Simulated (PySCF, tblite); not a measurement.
# C6H4N2Se: vibronic structure

Wanted: vibronic structure for C6H4N2Se (`c1ccc2n[se]nc2c1`).

Computed with tblite 0.8.0 and PySCF 2.14.0 and routines of our own; the level stands in each step. Atoms count from 0.

## (1) The starting structure

13 atoms, charge 0, multiplicity 1; geometry from: force field or distance geometry start.

## (2) Geometry optimisation with GFN2-xTB

What the job is given:

```
{"job": {"kind": "relax", "xc": "GFN2-xTB", "basis": "xTB"}, "charge": 0, "multiplicity": 1}
C     -1.539400    -0.676300     0.008600
C     -1.511500     0.694500    -0.083800
C     -0.319300     1.338600    -0.087900
C      0.933500     0.673200    -0.033100
N      2.079600     1.281400    -0.032800
Se     3.432900    -0.039300     0.065600
N      2.058400    -1.274500     0.114000
C      0.879000    -0.656200     0.060500
C     -0.359800    -1.353300     0.075700
H     -2.469400    -1.216900     0.029400
H     -2.446300     1.221100    -0.127100
H     -0.344200     2.425300    -0.157000
H     -0.398000    -2.417100     0.150200
```

The run is started by

```bash
$ OMP_NUM_THREADS=1 python excited_run.py task.json out
```

This one command runs all jobs of the session in turn.

Log:

```text
step      E/eV     max force
  0    -649.32420    5.083
  1    -649.79127    2.208
  2    -649.93752    1.089
  3    -649.99173    0.555
  4    -650.00727    0.387
  5    -650.03051    0.344
  6    -650.03717    0.236
  7    -650.03962    0.088
  8    -650.04010    0.062
  9    -650.04041    0.045
 10    -650.04069    0.044
 11    -650.04084    0.033
 12    -650.04092    0.021
 13    -650.04099    0.022
 14    -650.04102    0.015
 15    -650.04103    0.007
```

It took 0.16 s on 1 thread of Arm Neoverse N1, shared host.

Along the way:

| step | energy from step 0 (eV) | largest force (eV/Å) |
| --- | --- | --- |
| 0 | 0.0000 | 5.0832 |
| 1 | -0.4671 | 2.2075 |
| 2 | -0.6133 | 1.0894 |
| 3 | -0.6675 | 0.5545 |
| 4 | -0.6831 | 0.3867 |
| 5 | -0.7063 | 0.3441 |
| 6 | -0.7130 | 0.2361 |
| 7 | -0.7154 | 0.0883 |
| 8 | -0.7159 | 0.0617 |
| 9 | -0.7162 | 0.0455 |
| 10 | -0.7165 | 0.0435 |
| 11 | -0.7166 | 0.0332 |
| 12 | -0.7167 | 0.0210 |
| 13 | -0.7168 | 0.0216 |
| 14 | -0.7168 | 0.0154 |
| 15 | -0.7168 | 0.0067 |

Distances of close pairs at the start and the end, largest changes first:

| bond | before (Å) | after (Å) | change (Å) |
| --- | --- | --- | --- |
| N4–Se5 | 1.894 | 1.749 | -0.144 |
| C3–C7 | 1.334 | 1.444 | +0.110 |
| Se5–N6 | 1.849 | 1.749 | -0.099 |
| C0–C1 | 1.374 | 1.414 | +0.040 |
| C3–N4 | 1.297 | 1.329 | +0.031 |
| C8–H12 | 1.067 | 1.078 | +0.011 |
| C7–C8 | 1.422 | 1.410 | -0.011 |
| C2–H11 | 1.089 | 1.078 | -0.011 |

The end geometry stands in the next job.

## (3) Vibrational analysis with GFN2-xTB

What the job is given:

```
{"job": {"kind": "ir", "xc": "GFN2-xTB", "basis": "xTB"}, "charge": 0, "multiplicity": 1}
C     -1.507199    -0.696126     0.012358
C     -1.496022     0.715182    -0.077169
C     -0.330056     1.422317    -0.096918
C      0.888155     0.715113    -0.028404
N      2.101456     1.256591    -0.038072
Se     3.291182    -0.021530     0.063785
N      2.081465    -1.283793     0.118204
C      0.876880    -0.726192     0.060587
C     -0.352063    -1.417722     0.081640
H     -2.459885    -1.204563     0.026430
H     -2.440308     1.236407    -0.130029
H     -0.309729     2.498551    -0.162309
H     -0.348264    -2.493748     0.152170
```

Log:

```text
mode    cm-1     km/mol
  1     152.0      2.27
  2     211.8      0.00
  3     329.4     11.56
  4     360.9     16.10
  5     373.4      1.17
  6     468.6     12.23
  7     511.9      0.00
  8     549.1      0.97
  9     574.4      0.19
 10     701.1     59.29
 11     722.6      0.00
 12     765.7     47.82
 13     768.7     52.79
 14     837.6      1.88
 15     863.8      0.96
 16     869.2      0.00
 17     909.6      0.74
 18     924.6      0.00
 19    1042.8      0.51
 20    1142.5      3.08
 21    1164.0      3.68
 22    1217.6      2.47
 23    1313.9     15.41
 24    1327.3      4.28
 25    1332.7      0.12
 26    1423.1     12.63
 27    1479.5     19.03
 28    1520.3      2.96
 29    1598.0      3.73
 30    3082.7      6.30
 31    3090.9     31.79
 32    3105.4     33.37
 33    3107.4     14.08
```

Run time: 0.65 s. Hardware: 1 thread of Arm Neoverse N1, shared host.

Which atoms move in the most intense modes:

| cm⁻¹ | km/mol | atoms |
| --- | --- | --- |
| 361 | 16.1 | C2 18 %, C8 18 %, N4 17 %, N6 17 % |
| 701 | 59.3 | N6 39 %, N4 39 % |
| 766 | 47.8 | H10 21 %, H9 21 %, H12 16 %, H11 16 % |
| 769 | 52.8 | N4 45 %, N6 45 % |
| 1314 | 15.4 | C3 19 %, C7 19 % |
| 1480 | 19.0 | C7 30 %, C3 30 % |
| 3091 | 31.8 | H10 41 %, H9 35 % |
| 3105 | 33.4 | H11 54 %, H12 33 % |

## (4) Vibronic structure: TDDFT BHandHLYP/cc-pVDZ

The job, as its differences from that of step 3:

```diff
@@ -1,2 +1,2 @@
-{"job": {"kind": "ir", "xc": "GFN2-xTB", "basis": "xTB"}, "charge": 0, "multiplicity": 1}
+{"job": {"kind": "vib", "xc": "BHandHLYP", "basis": "cc-pVDZ", "tda": false}, "charge": 0, "multiplicity": 1}
 C     -1.507199    -0.696126     0.012358
```

With the program's defaults for keys left out, this is: TDDFT BHandHLYP/cc-pVDZ vertical-gradient vibronic structure (displaced harmonic oscillators, Condon), gas phase.

Log:

```text
final grid: 58544 points
cycle   1  E = -2741.7867888188  dE =  1.468e+00  |g| = 3.935e-01  |ddm| = 7.548e+00
cycle   2  E = -2741.8082022356  dE = -2.141e-02  |g| = 3.275e-01  |ddm| = 1.551e+00
cycle   3  E = -2741.8343401271  dE = -2.614e-02  |g| = 6.548e-02  |ddm| = 7.674e-01
cycle   4  E = -2741.8355207253  dE = -1.181e-03  |g| = 2.841e-02  |ddm| = 1.773e-01
cycle   5  E = -2741.8357410151  dE = -2.203e-04  |g| = 6.465e-03  |ddm| = 5.322e-02
cycle   6  E = -2741.8357606681  dE = -1.965e-05  |g| = 3.178e-03  |ddm| = 1.781e-02
cycle   7  E = -2741.8357653748  dE = -4.707e-06  |g| = 1.304e-03  |ddm| = 7.734e-03
cycle   8  E = -2741.8357666119  dE = -1.237e-06  |g| = 3.908e-04  |ddm| = 4.925e-03
cycle   9  E = -2741.8357667007  dE = -8.877e-08  |g| = 1.382e-04  |ddm| = 1.377e-03
cycle  10  E = -2741.8357667047  dE = -3.965e-09  |g| = 1.042e-04  |ddm| = 3.678e-04
cycle  11  E = -2741.8357667074  dE = -2.712e-09  |g| = 2.300e-05  |ddm| = 1.719e-04
cycle  12  E = -2741.8357667075  dE = -1.455e-10  |g| = 1.031e-05  |ddm| = 5.280e-05
converged SCF energy = -2741.8357667075

Singlet excitations (eV, f): 3.940 (0.0579)  4.338 (0.0000)  4.557 (0.2793)  5.203 (0.0005)  5.808 (0.0000)  5.941 (0.0015)

State S1  3.9400 eV  f = 0.05789  H->L 0.97
  relaxed dipole 3.672 D, largest gradient of the excitation energy 0.0649 Eh/bohr
  mode    cm-1        S   lambda/meV  Raman
   26   1423.1    0.9971     175.9   1.000
   28   1520.3    0.4740      89.3   0.543
    5    373.4    1.5461      71.6   0.107
   23   1313.9    0.1894      30.9   0.162
   13    768.7    0.2297      21.9   0.067
   14    837.6    0.2046      21.2   0.071
    9    574.4    0.2679      19.1   0.044
   25   1332.7    0.0699      11.6   0.061
   21   1164.0    0.0619       8.9   0.042
   19   1042.8    0.0056       0.7   0.003
  reorganisation energy 0.4514 eV, total S 4.047, 0-0 3.4886 eV
  absorption maximum 3.895 eV, width 0.582 eV

State S3  4.5571 eV  f = 0.27933  H-1->L 0.92
  relaxed dipole 0.712 D, largest gradient of the excitation energy 0.0297 Eh/bohr
  mode    cm-1        S   lambda/meV  Raman
   13    768.7    0.7365      70.2   1.000
   26   1423.1    0.2111      37.2   0.982
   23   1313.9    0.1018      16.6   0.404
   25   1332.7    0.0683      11.3   0.279
    5    373.4    0.0718       3.3   0.023
   14    837.6    0.0186       1.9   0.030
   19   1042.8    0.0099       1.3   0.025
    9    574.4    0.0084       0.6   0.006
  reorganisation energy 0.1428 eV, total S 1.228, 0-0 4.4143 eV
  absorption maximum 4.414 eV, width 0.212 eV

State T1  2.2472 eV  f = 0.00000  H->L 0.91
  relaxed dipole 2.637 D, largest gradient of the excitation energy 0.0687 Eh/bohr
  mode    cm-1        S   lambda/meV  Raman
   26   1423.1    1.2276     216.6   1.000
    5    373.4    1.7556      81.3   0.098
   28   1520.3    0.4276      80.6   0.398
   23   1313.9    0.4050      66.0   0.281
   14    837.6    0.1816      18.9   0.051
   21   1164.0    0.0998      14.4   0.054
   13    768.7    0.1498      14.3   0.036
   25   1332.7    0.0422       7.0   0.030
    9    574.4    0.0657       4.7   0.009
  reorganisation energy 0.5044 eV, total S 4.360, 0-0 1.7428 eV
  absorption maximum 2.147 eV, width 0.644 eV
```

Wall time 86 s (1 thread of Arm Neoverse N1, shared host); peak memory 0.9 GiB.

Orbitals, density, ELF and potential are computed afterwards from the orbital file.

Frontier orbitals at BHandHLYP/cc-pVDZ, with the share of their density that lies nearest to each atom:

| orbital | energy (eV) | lies on |
| --- | --- | --- |
| HOMO | -7.51 | C2, C8 about 20 % each; N4, N6 about 14 % each; C0, C1 about 10 % each |
| LUMO | -1.45 | Se5 21 %; N4, N6 about 17 % each; 4 C atoms about 8 % each |

ELF in a plane through or near 13 of the atoms.

Values, 10 rows by 14 columns:
```
0.00 0.00 0.00 0.00 0.00 0.00 0.00 0.00 0.00 0.00 0.00 0.00 0.00 0.00
0.00 0.00 0.00 0.00 0.00 0.00 0.00 0.05 0.01 0.00 0.00 0.00 0.00 0.00
0.00 0.00 0.00 0.04 0.53 0.09 0.31 1.00 0.89 0.00 0.00 0.00 0.00 0.00
0.00 0.00 0.01 0.33 0.95 0.69 0.20 0.77 0.40 0.58 0.98 0.27 0.00 0.00
0.00 0.34 0.66 0.31 0.72 0.88 0.30 0.55 0.65 0.68 0.99 0.37 0.00 0.00
0.01 0.66 0.74 0.74 0.46 0.36 0.65 0.09 0.61 0.63 0.19 0.01 0.00 0.00
0.00 0.09 0.21 0.26 0.29 0.80 0.75 0.72 0.86 0.94 1.00 0.63 0.00 0.00
0.00 0.00 0.00 0.28 0.88 0.46 0.25 1.00 0.78 0.02 0.33 0.01 0.00 0.00
0.00 0.00 0.00 0.00 0.00 0.00 0.14 0.95 0.50 0.00 0.00 0.00 0.00 0.00
0.00 0.00 0.00 0.00 0.00 0.00 0.00 0.00 0.00 0.00 0.00 0.00 0.00 0.00
```
The map spans 11.8 Å across and 10.2 Å up, centred on the molecule. Atoms in the plane (x, y in Å): C0 (1.5, -0.7), C1 (1.5, 0.7), C2 (0.3, 1.4), C3 (-0.9, 0.7), N4 (-2.1, 1.3), Se5 (-3.3, 0.0), N6 (-2.1, -1.3), C7 (-0.9, -0.7), C8 (0.3, -1.4), H9 (2.5, -1.2), H10 (2.4, 1.2), H11 (0.3, 2.5), H12 (0.3, -2.5).

log10 of the density (e/Å³) in the same plane.

Ten even steps from ' ' (-4.0) to '@' (1.8):
```
                                                        
                            ..                          
                        ..::::::....                    
              ........::----====--::..                  
          ..::----==----==++**++==--::::....            
        ..::--==++++====++**##**++==------::..          
    ..::----==**####**++++**####**++++++++==::..        
  ::----==++++**%%@@########@@##########**==--::        
..::--==++****########%%%%########%%####**==--::        
..--==++**%%@@%%******####**++**######**++--::..        
..--==++**%%@@%%******####**++**######**++--::..        
..::--==++****########%%%%########@@####**==--::        
  ::----==++++**##@@########@@##########**==--::        
    ..::----++**####**++++**####**++++++++==::..        
        ..::--==++++====++**##**++==------::..          
          ..::--====----==++**++==--::::....            
              ........::----====--::..                  
                        ..::::::....                    
                            ..                          
                                                        
```
The map spans 11.8 Å across and 10.2 Å up, centred on the molecule. Atoms in the plane (x, y in Å): C0 (1.5, -0.7), C1 (1.5, 0.7), C2 (0.3, 1.4), C3 (-0.9, 0.7), N4 (-2.1, 1.3), Se5 (-3.3, 0.0), N6 (-2.1, -1.3), C7 (-0.9, -0.7), C8 (0.3, -1.4), H9 (2.5, -1.2), H10 (2.4, 1.2), H11 (0.3, 2.5), H12 (0.3, -2.5).

On the surface of density 0.002 e/bohr³ the electrostatic potential runs, from the 1st to the 99th percentile, from -1.44 V near N4 to 1.22 V near Se5.

## (5) Vibronic structure: TDDFT OLYP/cc-pVDZ

The job, as its differences from that of step 4:

```diff
@@ -1,4 +1,4 @@
-{"job": {"kind": "vib", "xc": "BHandHLYP", "basis": "cc-pVDZ", "tda": false}, "charge": 0, "multiplicity": 1}
+{"job": {"kind": "vib", "xc": "OLYP", "basis": "cc-pVDZ", "tda": false, "nstates": 10, "scf": {"max_cycle": 92}, "maxiter": 30}, "charge": 0, "multiplicity": 1}
 C     -1.507199    -0.696126     0.012358
-C     -1.496022     0.715182    -0.077169
+C     -1.501610     0.009528    -0.032405
 C     -0.330056     1.422317    -0.096918
```

Method: TDDFT OLYP/cc-pVDZ vertical-gradient vibronic structure (displaced harmonic oscillators, Condon), gas phase.

Log:

```text
final grid: 58544 points
cycle   1  E = -2740.0477071178  dE =  3.199e+00  |g| = 1.470e+00  |ddm| = 1.138e+01
cycle   2  E = -2732.1102741176  dE =  7.937e+00  |g| = 4.503e+00  |ddm| = 1.399e+01
cycle   3  E = -2740.3478050898  dE = -8.238e+00  |g| = 9.532e-01  |ddm| = 1.120e+01
cycle   4  E = -2740.1104150875  dE =  2.374e-01  |g| = 1.267e+00  |ddm| = 4.460e+00
cycle   5  E = -2740.3628503394  dE = -2.524e-01  |g| = 9.003e-01  |ddm| = 3.235e+00
cycle   6  E = -2740.5889406835  dE = -2.261e-01  |g| = 3.533e-01  |ddm| = 2.092e+00
cycle   7  E = -2740.6209147288  dE = -3.197e-02  |g| = 1.797e-01  |ddm| = 1.012e+00
cycle   8  E = -2740.6266319760  dE = -5.717e-03  |g| = 1.216e-01  |ddm| = 4.444e-01
cycle   9  E = -2740.6304086561  dE = -3.777e-03  |g| = 3.628e-02  |ddm| = 2.546e-01
cycle  10  E = -2740.6307786095  dE = -3.700e-04  |g| = 1.408e-02  |ddm| = 1.004e-01
cycle  11  E = -2740.6308432909  dE = -6.468e-05  |g| = 4.414e-03  |ddm| = 5.036e-02
cycle  12  E = -2740.6308479168  dE = -4.626e-06  |g| = 2.094e-03  |ddm| = 1.483e-02
cycle  13  E = -2740.6308491187  dE = -1.202e-06  |g| = 6.709e-04  |ddm| = 4.465e-03
cycle  14  E = -2740.6308492013  dE = -8.260e-08  |g| = 3.558e-04  |ddm| = 2.638e-03
cycle  15  E = -2740.6308492134  dE = -1.205e-08  |g| = 3.280e-04  |ddm| = 1.872e-03
cycle  16  E = -2740.6308492279  dE = -1.455e-08  |g| = 2.358e-04  |ddm| = 9.470e-04
cycle  17  E = -2740.6308492292  dE = -1.344e-09  |g| = 2.467e-04  |ddm| = 7.686e-04
cycle  18  E = -2740.6308492446  dE = -1.531e-08  |g| = 6.284e-05  |ddm| = 4.506e-04
cycle  19  E = -2740.6308492455  dE = -9.722e-10  |g| = 2.731e-05  |ddm| = 1.937e-04
converged SCF energy = -2740.6308492455

Singlet excitations (eV, f): 1.097 (0.0000)  1.828 (0.0191)  2.853 (0.0000)  3.477 (0.0002)  3.527 (0.0000)  3.639 (0.0003)  3.689 (0.0152)  3.867 (0.0001)  3.994 (0.0006)  4.540 (0.0947)

State S1  1.0969 eV  f = 0.00005  H-1->L 1.00
  relaxed dipole 5.657 D, largest gradient of the excitation energy 0.1124 Eh/bohr
  mode    cm-1        S   lambda/meV  Raman
   15    863.2    1.6184     173.2   0.773
   28   1520.1    0.6752     127.3   1.000
   19   1042.7    0.9398     121.5   0.655
    8    548.9    1.6642     113.3   0.321
   24   1327.3    0.5047      83.1   0.570
   20   1142.5    0.2876      40.7   0.241
   23   1313.8    0.2339      38.1   0.259
   21   1164.0    0.1836      26.5   0.159
   14    837.5    0.1268      13.2   0.057
   30   3082.4    0.0312      11.9   0.190
   10    701.0    0.1334      11.6   0.042
   13    768.6    0.0875       8.3   0.033
  reorganisation energy 0.7904 eV, total S 6.691, 0-0 0.3065 eV

State S2  1.8279 eV  f = 0.01907  H->L 0.96
  relaxed dipole 1.941 D, largest gradient of the excitation energy 0.0377 Eh/bohr
  mode    cm-1        S   lambda/meV  Raman
    5    373.4    1.4309      66.2   0.336
   28   1520.1    0.2566      48.4   1.000
   13    768.6    0.2235      21.3   0.223
   14    837.5    0.1901      19.7   0.225
    9    574.2    0.0990       7.0   0.055
   19   1042.7    0.0242       3.1   0.044
   21   1164.0    0.0172       2.5   0.039
    3    329.4    0.0567       2.3   0.010
   23   1313.8    0.0129       2.1   0.037
  reorganisation energy 0.1750 eV, total S 2.325, 0-0 1.6530 eV
  absorption maximum 1.747 eV, width 0.302 eV

State S10  4.5400 eV  f = 0.09469  H-1->L+1 0.52, H-5->L 0.27
  relaxed dipole 3.218 D, largest gradient of the excitation energy 0.1164 Eh/bohr
  mode    cm-1        S   lambda/meV  Raman
   28   1520.1    0.7097     133.8   1.000
   19   1042.7    0.4538      58.7   0.301
   23   1313.8    0.3583      58.4   0.377
   24   1327.3    0.3059      50.3   0.329
    9    574.2    0.6410      45.6   0.129
   31   3090.5    0.0861      33.0   0.501
   21   1164.0    0.1072      15.5   0.089
    5    373.4    0.2679      12.4   0.023
   27   1479.3    0.0662      12.1   0.088
   33   3107.3    0.0293      11.3   0.172
   15    863.2    0.0820       8.8   0.037
    8    548.9    0.1199       8.2   0.022
  reorganisation energy 0.4695 eV, total S 3.395, 0-0 4.0705 eV
  absorption maximum 4.444 eV, width 0.620 eV

State T1  0.4756 eV  f = 0.00000  H->L 0.99
  relaxed dipole 1.494 D, largest gradient of the excitation energy 0.0390 Eh/bohr
  mode    cm-1        S   lambda/meV  Raman
    5    373.4    1.5717      72.8   0.333
   28   1520.1    0.2846      53.6   1.000
   13    768.6    0.1625      15.5   0.146
   23   1313.8    0.0916      14.9   0.241
   14    837.5    0.1365      14.2   0.146
   25   1332.6    0.0215       3.6   0.058
   19   1042.7    0.0189       2.4   0.031
   26   1422.8    0.0101       1.8   0.031
    3    329.4    0.0400       1.6   0.007
  reorganisation energy 0.1813 eV, total S 2.346, 0-0 0.2943 eV
  absorption maximum 0.388 eV, width 0.324 eV
```

Wall time 1.7 min (1 thread of Arm Neoverse N1, shared host); peak memory 0.88 GiB.

It converged, yet the result is unsound: one atom of the first bond was moved so that the bond is 0.5 times as long.

## (6) Outcome

| quantity | value |
| --- | --- |
| strongest single infrared mode (GFN2-xTB) | 701 cm⁻¹, 59 km/mol |
| zero-point energy (GFN2-xTB) | 54.1 kcal/mol |
| S1: vertical, reorganisation, 0-0, total S (step 4, TDDFT BHandHLYP/cc-pVDZ, modes from GFN2-xTB) | 3.94, 0.45, 3.49 eV; 4.0 |
| S3: vertical, reorganisation, 0-0, total S (step 4, TDDFT BHandHLYP/cc-pVDZ, modes from GFN2-xTB) | 4.56, 0.14, 4.41 eV; 1.2 |
| T1: vertical, reorganisation, 0-0, total S (step 4, TDA BHandHLYP/cc-pVDZ, modes from GFN2-xTB) | 2.25, 0.50, 1.74 eV; 4.4 |
| surface potential, 1st and 99th percentile | -1.44 V and 1.22 V |
| runs | 0 failed, 1 ended on unsound input |

**Reading.** No mode is imaginary among the 33: a minimum at this level. The strongest single mode, at 701 cm⁻¹, moves mainly N6 and N4. GFN2-xTB is a fitted tight-binding method: band positions and strengths are rough. Its intensities can rank the bands wrongly. Steps that list no spin-orbit terms leave them out, which matters at and beside the heavy atoms. The vibronic model keeps the ground-state modes (from xTB) and shifts them along the gradient alone, so it can miss much of the relaxation that a full optimisation finds. By nearest atom (BHandHLYP/cc-pVDZ), the HOMO sits on C2, C8 about 20 % each; N4, N6 about 14 % each and the LUMO on Se5 21 %; N4, N6 about 17 % each.
